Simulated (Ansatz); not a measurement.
# CH₄ClOSSi radical: one species, many methods

The task here is to estimate one member of a computed series from the others.

Program: Ansatz 0.2.0, Gaussian basis. Level of theory: functionals in def2-TZVPP, the program's frozen cores in correlated methods. These are calculated values, not measurements.

Plan: PBE-D4, r2SCAN-D4, PBE0-D4, B3LYP-D4, ωB97X-V, ωB97M-V, B2PLYP; CCSD(T)/def2-TZVPP; MP2/def2-QZVPP; extrapolation to the limit.

**Structure used throughout**

An earlier PBE0-D4 in a triple-zeta def2 set relaxation fixed the geometry.

9 atoms, charge 0, spin multiplicity 2.

Atoms are counted from 1 here; the program's logs count them from 0.

Bond lengths: C1–O2 1.414 Å, C1–H6 1.090 Å, C1–H7 1.094 Å, C1–H8 1.093 Å, O2–Si3 1.631 Å, Si3–S4 2.145 Å, Si3–Cl5 2.056 Å, S4–H9 1.343 Å. Angles: O2–C1–H6 107.6°, O2–C1–H7 111.7°, O2–C1–H8 110.7°, H6–C1–H7 109.0°, H6–C1–H8 108.9°, H7–C1–H8 109.0°, C1–O2–Si3 126.0°, O2–Si3–S4 107.4°, O2–Si3–Cl5 105.1°, S4–Si3–Cl5 113.2°, Si3–S4–H9 93.1°.

Set-up of the first run:

in.yaml reads:

```yaml
crystal:
  periodic: [false, false, false]
  atoms:
    - {symbol: C, position_ang: [-0.484722, -1.378231, -0.572280]}
    - {symbol: O, position_ang: [0.102037, -0.772373, 0.563236]}
    - {symbol: Si, position_ang: [0.884401, 0.658182, 0.590253]}
    - {symbol: S, position_ang: [-0.459290, 2.137867, -0.188235]}
    - {symbol: Cl, position_ang: [1.369921, 0.964342, 2.564089]}
    - {symbol: H, position_ang: [-1.166590, -2.151946, -0.218564]}
    - {symbol: H, position_ang: [-1.046493, -0.655317, -1.171004]}
    - {symbol: H, position_ang: [0.280338, -1.841681, -1.200986]}
    - {symbol: H, position_ang: [0.520388, 3.039148, -0.366508]}
basis:
  gaussian: {orbitals: def2-TZVPP}
magnetization: {spin_polarized: true, initial_magnetization: 1}
hamiltonian: {xc: pbe, dispersion: d4}
output: {forces: true, orbitals: {seedname: orbitals}}
```

On the command line:

```console
$ ansatz run in.yaml --threads 2 --pin off --events-out ev --progress --plain --max-ram 32768MiB --backend cpu
```

Steps of the session up to this table: PBE-D4 (GGA); r2SCAN-D4 (meta-GGA); PBE0-D4 (hybrid); B3LYP-D4 (hybrid); ωB97X-V (range-separated); ωB97M-V (range-separated); B2PLYP (double hybrid); CCSD(T) in def2-TZVPP; MP2 in def2-QZVPP.

One of the session's tables, all rows but one given; the rest of the session is left out.

| method | atomisation energy (kJ/mol) |
| --- | --- |
| PBE-D4 | 3216.4 |
| r2SCAN-D4 | 3176.7 |
| PBE0-D4 | 3152.2 |
| B3LYP-D4 | 3132.4 |
| ωB97X-V | 3158.7 |
| ωB97M-V | 3157.8 |
| B2PLYP | 3094.6 |
| HF/def2-TZVPP | ? |
| MP2/def2-TZVPP | 3118.9 |
| CCSD/def2-TZVPP | 2986.4 |
| CCSD(T)/def2-TZVPP | 3042.5 |
| MP2/CBS | 3220.9 |
| CCSD(T)/CBS | 3144.5 |

**Question.** Estimate the row for HF/def2-TZVPP.

**Answer.** atomisation energy (kJ/mol): 2252.1. In the column «atomisation energy (kJ/mol)» it is the lowest.

To keep in mind: Free atoms (1 C, 1 O, 1 Si, 1 S, 1 Cl, 4 H) were run apart at each level; the atomisation energy is their sum less the molecule, without zero-point or spin-orbit terms.
